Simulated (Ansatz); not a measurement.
# TaCl (septet): wave-function methods side by side, def2-TZVPP

The task here is to estimate one member of a computed series from the others.

Program: Ansatz 0.2.0, Gaussian basis. Level of theory: def2-TZVPP, core rule «outside noble gas», up to 9 orbitals frozen. These are calculated values, not measurements.

Plan: UHF; ROHF; CCSD(T) on UHF.

## The geometry

The geometry is a PBE0/def2-TZVP stationary point (not a proven minimum) of the parent state, kept for this charge and spin. No spin-orbit coupling is included. Elements past krypton take def2 core potentials.

2 atoms, charge 0, spin multiplicity 7.

Atoms are counted from 1 here; the program's logs count them from 0.

Bond lengths: Ta1–Cl2 2.292 Å.

Set-up of the first run:

File in.yaml:

```yaml
crystal:
  periodic: [false, false, false]
  atoms:
    - {symbol: Ta, position_ang: [0.000000, 0.000000, 0.000000]}
    - {symbol: Cl, position_ang: [0.000000, 0.000000, 2.292200]}
basis:
  gaussian: {orbitals: def2-TZVPP}
magnetization: {spin_polarized: true, initial_magnetization: 6}
hamiltonian: {xc: hf}
output: {orbitals: {seedname: orbitals}}
```

On the command line:

```bash
$ ansatz run in.yaml --threads 1 --pin off --events-out ev --progress --plain --max-ram 3968MiB --backend cpu
```

Among the steps run: UHF; ROHF; CCSD(T) on UHF.

One of the session's tables, all rows but one given; the rest of the session is left out.

It belongs to the step «Misses and costs». 

| method | from UCCSD(T) (meV) |
| --- | --- |
| ROHF | ? |
| UHF | +7339.5 |
| UMP2 | +1080.5 |
| UCCSD | +267.1 |
| UCCSD(T) | 0 |

Q: Estimate the row for ROHF from the others.

The run gave: from UCCSD(T) (meV): +7653.8. In the column «from UCCSD(T) (meV)» it is the highest.
